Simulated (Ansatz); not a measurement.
Born–Oppenheimer molecular dynamics of a periodic cell of 16 atoms, Mo (start crystal Mo, start structure bcc, volume 1.1 times the crystal's). It starts from a structure without forces on its atoms.

These are results of DFT LDA, scalar-relativistic, plane waves, PAW (Ansatz 0.2.0), not measurements. Settings: accuracy low, cutoff 420 eV, k mesh 2x2x2, fermi-dirac smearing 0.36 eV, no spin polarisation.

```
ensemble        : NVT, Langevin thermostat
time step       : 2.25 fs
steps asked     : 120
set temperature : 4200 K
friction        : 0.02 /fs
seed            : 579858
```

Frames 11.25 fs apart, positions in Å, forces in eV/Å.

Velocities at 90.0 fs (Å/ps):

```
Mo -3.87 -0.19 2.82
Mo -1.66 4.55 0.84
Mo -4.04 -14.45 3.21
Mo -4.57 7.15 4.75
Mo 7.60 -6.57 5.64
Mo -2.59 3.22 9.15
Mo 2.08 0.98 -2.21
Mo -1.88 -2.04 -4.91
Mo 7.40 -1.80 -8.34
Mo 2.85 9.83 -0.28
Mo -5.05 6.39 7.62
Mo -12.95 2.57 0.61
Mo -7.67 -5.21 -3.34
Mo -0.14 1.30 -1.73
Mo -0.30 -1.99 1.66
Mo 7.12 -4.09 0.89
```

```xyz
16
Lattice="6.5034 0.0000 0.0000 0.0000 6.5034 0.0000 0.0000 0.0000 6.5034" Properties=species:S:1:pos:R:3:forces:R:3 time_fs=90.0 energy_less_start_eV=5.377 T=3272
Mo -0.395 -0.277 -0.411 1.88 2.54 2.75
Mo 3.364 -0.239 -0.225 -0.39 1.39 1.21
Mo -0.060 2.954 -0.009 0.27 0.77 0.30
Mo 0.371 -0.124 3.485 -1.69 1.51 -2.08
Mo 1.622 1.543 1.626 -0.10 0.40 -0.17
Mo 3.190 3.344 -0.010 0.30 -0.66 0.90
Mo 3.326 -0.122 3.285 -0.46 0.54 0.11
Mo 4.535 1.775 2.005 1.48 -0.25 -1.66
Mo 0.215 3.181 3.140 -0.73 -0.24 0.01
Mo 1.845 5.039 1.547 -1.85 -0.69 0.07
Mo 1.769 1.769 5.035 -1.65 -0.96 -0.27
Mo 3.064 3.361 3.272 0.93 0.18 -0.63
Mo 4.807 5.160 1.745 1.30 -1.76 -0.31
Mo 4.467 1.778 4.805 2.23 -0.13 0.39
Mo 1.612 4.931 4.915 0.77 -1.46 0.49
Mo 5.181 4.639 4.806 -2.30 -1.19 -1.12
16
Lattice="6.5034 0.0000 0.0000 0.0000 6.5034 0.0000 0.0000 0.0000 6.5034" Properties=species:S:1:pos:R:3:forces:R:3 time_fs=101.2 energy_less_start_eV=5.704 T=4114
Mo -0.421 -0.285 -0.386 1.71 2.19 2.20
Mo 3.365 -0.187 -0.250 -0.38 1.22 0.97
Mo -0.137 2.860 0.038 0.21 1.11 0.25
Mo 0.267 -0.032 3.503 -0.91 0.79 -1.39
Mo 1.717 1.535 1.679 -0.93 0.06 -0.56
Mo 3.166 3.323 0.091 0.51 -0.28 0.03
Mo 3.319 -0.067 3.268 -0.73 0.10 0.97
Mo 4.504 1.725 1.955 1.77 0.15 -1.30
Mo 0.259 3.161 3.051 -1.00 -0.09 0.32
Mo 1.840 5.158 1.519 -2.13 -0.84 0.13
Mo 1.738 1.819 5.138 -1.23 -1.38 -0.76
Mo 2.954 3.394 3.278 1.59 0.02 -0.26
Mo 4.684 5.137 1.724 2.03 -1.74 -0.19
Mo 4.499 1.770 4.769 1.81 0.14 0.52
Mo 1.658 4.904 4.969 -0.16 -0.50 0.04
Mo 5.252 4.590 4.777 -2.19 -0.98 -0.97
16
Lattice="6.5034 0.0000 0.0000 0.0000 6.5034 0.0000 0.0000 0.0000 6.5034" Properties=species:S:1:pos:R:3:forces:R:3 time_fs=112.5 energy_less_start_eV=6.351 T=4449
Mo -0.413 -0.216 -0.335 1.20 0.94 1.12
Mo 3.379 -0.097 -0.258 -0.46 0.64 0.93
Mo -0.259 2.752 0.056 0.01 1.55 0.40
Mo 0.144 0.072 3.483 -0.50 0.09 -0.74
Mo 1.801 1.548 1.673 -1.93 -0.71 -0.86
Mo 3.121 3.282 0.123 1.35 0.79 -0.02
Mo 3.268 -0.009 3.235 -0.76 -0.36 1.81
Mo 4.499 1.659 1.853 2.14 0.18 -0.74
Mo 0.288 3.122 2.924 -1.37 0.25 0.73
Mo 1.770 5.206 1.490 -1.87 -0.57 0.11
Mo 1.703 1.875 5.278 -1.17 -2.05 -1.83
Mo 2.827 3.389 3.321 2.08 0.02 -0.31
Mo 4.545 5.122 1.730 2.44 -1.63 -0.28
Mo 4.523 1.730 4.748 1.61 0.29 0.26
Mo 1.755 4.854 5.048 -1.54 0.48 -0.29
Mo 5.261 4.552 4.718 -1.23 0.09 -0.29
16
Lattice="6.5034 0.0000 0.0000 0.0000 6.5034 0.0000 0.0000 0.0000 6.5034" Properties=species:S:1:pos:R:3:forces:R:3 time_fs=123.8 energy_less_start_eV=7.241 T=3434
Mo -0.396 -0.071 -0.241 0.85 -0.21 0.46
Mo 3.343 -0.041 -0.268 -0.07 0.44 1.11
Mo -0.373 2.651 0.066 0.07 2.24 0.96
Mo 0.020 0.175 3.486 -0.28 -0.42 -0.57
Mo 1.841 1.567 1.669 -2.07 -1.52 -0.93
Mo 3.112 3.232 0.130 2.36 1.62 0.27
Mo 3.178 -0.066 3.246 -0.08 0.35 1.76
Mo 4.532 1.582 1.756 1.67 -0.07 0.36
Mo 0.332 3.069 2.859 -1.98 0.65 1.06
Mo 1.746 5.192 1.510 -1.76 -0.32 -0.09
Mo 1.631 1.938 5.391 -0.81 -2.69 -2.95
Mo 2.778 3.367 3.355 2.39 -0.24 -0.43
Mo 4.477 5.091 1.740 2.41 -1.24 -0.34
Mo 4.615 1.742 4.744 0.65 -0.19 -0.37
Mo 1.885 4.824 5.107 -2.70 0.92 -0.46
Mo 5.216 4.572 4.654 -0.68 0.69 0.15
16
Lattice="6.5034 0.0000 0.0000 0.0000 6.5034 0.0000 0.0000 0.0000 6.5034" Properties=species:S:1:pos:R:3:forces:R:3 time_fs=135.0 energy_less_start_eV=7.922 T=3979
Mo -0.329 0.067 -0.173 0.57 -1.29 0.21
Mo 3.335 0.011 -0.264 0.01 0.32 1.07
Mo -0.432 2.616 0.089 0.27 3.22 1.16
Mo -0.078 0.294 3.456 0.09 -0.97 -0.51
Mo 1.838 1.545 1.647 -1.72 -1.70 -0.63
Mo 3.127 3.212 0.202 2.42 1.54 -0.39
Mo 3.162 -0.128 3.263 -0.06 1.24 1.85
Mo 4.593 1.522 1.705 0.74 -0.23 1.19
Mo 0.356 3.009 2.831 -1.95 0.99 1.24
Mo 1.757 5.162 1.554 -2.09 -0.23 -0.26
Mo 1.548 2.023 5.455 0.13 -2.39 -3.46
Mo 2.853 3.320 3.339 1.72 -0.22 0.17
Mo 4.397 5.027 1.757 2.99 -1.04 -0.61
Mo 4.679 1.723 4.722 -0.11 -0.11 -0.54
Mo 1.942 4.851 5.189 -2.59 0.39 -1.01
Mo 5.133 4.659 4.563 -0.43 0.47 0.53
16
Lattice="6.5034 0.0000 0.0000 0.0000 6.5034 0.0000 0.0000 0.0000 6.5034" Properties=species:S:1:pos:R:3:forces:R:3 time_fs=146.2 energy_less_start_eV=8.692 T=4243
Mo -0.187 0.191 -0.094 -0.11 -2.45 -0.09
Mo 3.255 0.095 -0.218 0.61 0.18 0.71
Mo -0.459 2.632 0.082 -0.40 4.12 1.34
Mo -0.110 0.450 3.401 0.29 -2.00 -0.10
Mo 1.771 1.446 1.614 -0.61 -0.92 -0.63
Mo 3.154 3.239 0.270 1.74 0.61 -1.15
Mo 3.191 -0.169 3.260 -0.20 1.63 1.99
Mo 4.630 1.472 1.700 -0.07 -0.28 1.08
Mo 0.374 2.917 2.833 -1.89 1.72 1.11
Mo 1.752 5.152 1.592 -2.39 -0.44 -0.42
Mo 1.457 2.107 5.488 1.45 -1.69 -3.72
Mo 2.911 3.231 3.241 1.28 -0.04 1.01
Mo 4.337 4.928 1.739 3.64 -0.50 -0.69
Mo 4.711 1.704 4.662 -0.81 0.05 0.10
Mo 1.982 4.883 5.253 -2.34 -0.18 -1.37
Mo 4.961 4.708 4.565 -0.21 0.19 0.82
16
Lattice="6.5034 0.0000 0.0000 0.0000 6.5034 0.0000 0.0000 0.0000 6.5034" Properties=species:S:1:pos:R:3:forces:R:3 time_fs=157.5 energy_less_start_eV=9.816 T=3564
Mo -0.071 0.311 0.003 -0.86 -4.20 -0.64
Mo 3.132 0.214 -0.155 1.74 -0.66 -0.23
Mo -0.514 2.629 0.083 -0.63 5.40 1.19
Mo -0.117 0.570 3.335 0.71 -3.10 0.42
Mo 1.733 1.339 1.604 -0.23 1.31 0.27
Mo 3.212 3.206 0.287 0.71 0.37 -1.23
Mo 3.164 -0.189 3.251 0.30 1.42 1.61
Mo 4.662 1.459 1.701 -1.28 -0.55 1.37
Mo 0.321 2.944 2.852 -1.00 2.00 0.69
Mo 1.693 5.181 1.624 -1.75 -1.48 -0.58
Mo 1.381 2.129 5.505 2.44 -0.81 -4.16
Mo 2.978 3.180 3.190 0.57 -0.07 0.94
Mo 4.354 4.814 1.715 3.01 0.38 -0.23
Mo 4.757 1.708 4.574 -1.71 0.19 1.02
Mo 2.056 4.842 5.284 -2.11 -0.11 -1.09
Mo 4.781 4.740 4.643 0.11 -0.08 0.64
16
Lattice="6.5034 0.0000 0.0000 0.0000 6.5034 0.0000 0.0000 0.0000 6.5034" Properties=species:S:1:pos:R:3:forces:R:3 time_fs=168.8 energy_less_start_eV=11.456 T=4095
Mo -0.034 0.375 0.092 -1.14 -4.98 -1.22
Mo 3.071 0.317 -0.067 2.11 -1.16 -1.07
Mo -0.560 2.631 0.092 0.21 6.20 0.68
Mo -0.141 0.649 3.340 1.65 -4.65 0.77
Mo 1.673 1.274 1.679 0.36 2.71 0.19
Mo 3.281 3.190 0.353 -0.71 0.06 -1.88
Mo 3.120 -0.151 3.233 0.83 0.93 1.28
Mo 4.724 1.515 1.738 -2.72 -1.34 1.53
Mo 0.208 2.961 2.926 -0.18 3.11 0.41
Mo 1.653 5.217 1.614 -1.19 -2.52 -0.48
Mo 1.365 2.182 5.524 2.72 -0.53 -3.77
Mo 3.038 3.114 3.148 -0.30 0.39 1.32
Mo 4.405 4.704 1.693 2.54 1.66 0.49
Mo 4.816 1.741 4.555 -3.04 0.28 1.86
Mo 2.111 4.843 5.277 -1.61 -0.07 -0.73
Mo 4.582 4.778 4.691 0.47 -0.09 0.61
16
Lattice="6.5034 0.0000 0.0000 0.0000 6.5034 0.0000 0.0000 0.0000 6.5034" Properties=species:S:1:pos:R:3:forces:R:3 time_fs=180.0 energy_less_start_eV=13.107 T=2866
Mo -0.006 0.308 0.170 -1.92 -3.41 -1.83
Mo 3.027 0.371 -0.003 2.47 -1.22 -1.41
Mo -0.558 2.666 0.024 0.18 5.03 1.25
Mo -0.162 0.668 3.368 2.30 -6.18 0.91
Mo 1.589 1.211 1.764 0.64 4.98 -0.80
Mo 3.315 3.188 0.353 -1.09 -0.18 -1.45
Mo 3.051 -0.059 3.170 2.09 0.03 2.21
Mo 4.759 1.570 1.800 -2.70 -1.38 -0.27
Mo 0.106 2.966 2.991 0.34 4.30 0.33
Mo 1.607 5.339 1.614 -0.91 -5.02 -0.54
Mo 1.385 2.234 5.547 2.20 -1.22 -3.24
Mo 3.090 3.091 3.169 -0.88 0.79 0.91
Mo 4.479 4.625 1.653 1.93 2.58 1.08
Mo 4.866 1.759 4.540 -4.25 0.43 2.84
Mo 2.111 4.835 5.253 -2.35 0.34 -0.56
Mo 4.354 4.833 4.726 1.96 0.14 0.58
16
Lattice="6.5034 0.0000 0.0000 0.0000 6.5034 0.0000 0.0000 0.0000 6.5034" Properties=species:S:1:pos:R:3:forces:R:3 time_fs=191.2 energy_less_start_eV=13.446 T=3327
Mo -0.003 0.197 0.205 -2.30 -1.46 -2.14
Mo 3.047 0.351 0.057 2.17 -1.10 -1.48
Mo -0.546 2.767 -0.046 0.14 4.03 1.81
Mo -0.154 0.618 3.394 0.92 -5.15 1.40
Mo 1.553 1.151 1.854 -0.16 7.24 -2.40
Mo 3.377 3.249 0.336 -1.50 -0.44 -1.09
Mo 3.001 -0.002 3.096 3.33 -1.16 3.57
Mo 4.738 1.623 1.819 -1.03 -1.79 -1.29
Mo 0.043 2.994 3.026 0.26 3.69 0.61
Mo 1.534 5.363 1.575 -0.66 -6.66 -0.58
Mo 1.394 2.286 5.598 2.09 -2.29 -2.67
Mo 3.159 3.049 3.147 -1.62 1.30 0.70
Mo 4.609 4.646 1.628 1.50 2.74 1.21
Mo 4.843 1.772 4.583 -3.51 -0.39 2.20
Mo 2.021 4.812 5.187 -3.41 0.84 -0.44
Mo 4.168 4.835 4.701 3.77 0.60 0.57
16
Lattice="6.5034 0.0000 0.0000 0.0000 6.5034 0.0000 0.0000 0.0000 6.5034" Properties=species:S:1:pos:R:3:forces:R:3 time_fs=202.5 energy_less_start_eV=12.302 T=3512
Mo 0.001 0.135 0.241 -1.99 -0.51 -2.13
Mo 3.115 0.341 0.074 1.09 -1.16 -0.89
Mo -0.525 2.846 -0.080 0.60 3.04 1.22
Mo -0.115 0.549 3.411 -0.68 -3.55 1.91
Mo 1.533 1.175 1.929 -0.77 7.27 -3.71
Mo 3.416 3.288 0.287 -1.49 -0.33 -0.72
Mo 2.947 0.053 3.113 3.05 -1.78 2.93
Mo 4.701 1.633 1.794 0.49 -1.84 -1.04
Mo -0.027 3.083 3.021 -0.15 2.19 0.98
Mo 1.430 5.288 1.518 0.19 -5.48 -0.09
Mo 1.478 2.330 5.610 1.15 -2.77 -2.31
Mo 3.156 3.031 3.061 -1.46 1.84 1.17
Mo 4.689 4.683 1.589 1.22 2.62 1.35
Mo 4.755 1.739 4.641 -2.03 -0.51 1.15
Mo 1.967 4.833 5.127 -5.10 0.84 -0.17
Mo 4.029 4.913 4.672 5.89 0.14 0.34
16
Lattice="6.5034 0.0000 0.0000 0.0000 6.5034 0.0000 0.0000 0.0000 6.5034" Properties=species:S:1:pos:R:3:forces:R:3 time_fs=213.8 energy_less_start_eV=10.401 T=4906
Mo -0.016 0.031 0.214 -1.83 0.68 -1.86
Mo 3.178 0.324 0.016 0.21 -1.11 0.18
Mo -0.436 2.912 -0.092 -0.51 1.96 1.03
Mo -0.079 0.472 3.486 -0.67 -2.34 1.03
Mo 1.554 1.259 1.938 -2.04 5.24 -3.54
Mo 3.369 3.292 0.207 0.10 0.26 0.02
Mo 2.946 0.075 3.142 1.38 -1.09 1.29
Mo 4.647 1.608 1.813 1.74 -1.18 -1.59
Mo -0.128 3.187 2.990 -0.10 0.93 0.96
Mo 1.360 5.191 1.413 0.73 -3.61 1.05
Mo 1.574 2.324 5.596 -0.02 -2.95 -2.88
Mo 3.119 3.049 2.979 -1.16 2.19 1.68
Mo 4.668 4.767 1.529 1.16 1.78 1.13
Mo 4.640 1.663 4.683 -0.45 0.34 1.10
Mo 1.894 4.913 5.131 -5.04 0.24 -0.35
Mo 3.967 5.050 4.630 6.50 -1.34 0.75
```

Of the whole run (270 fs, mean temperature of the second half 4476 K): A run of 0.27 ps of so small a system gives no equilibrium averages. Limits of this set-up: coarse k mesh, low accuracy level.

Run time: 16 min on 2 threads of Arm Neoverse V1 (shared host), peak memory 1.1 GiB.
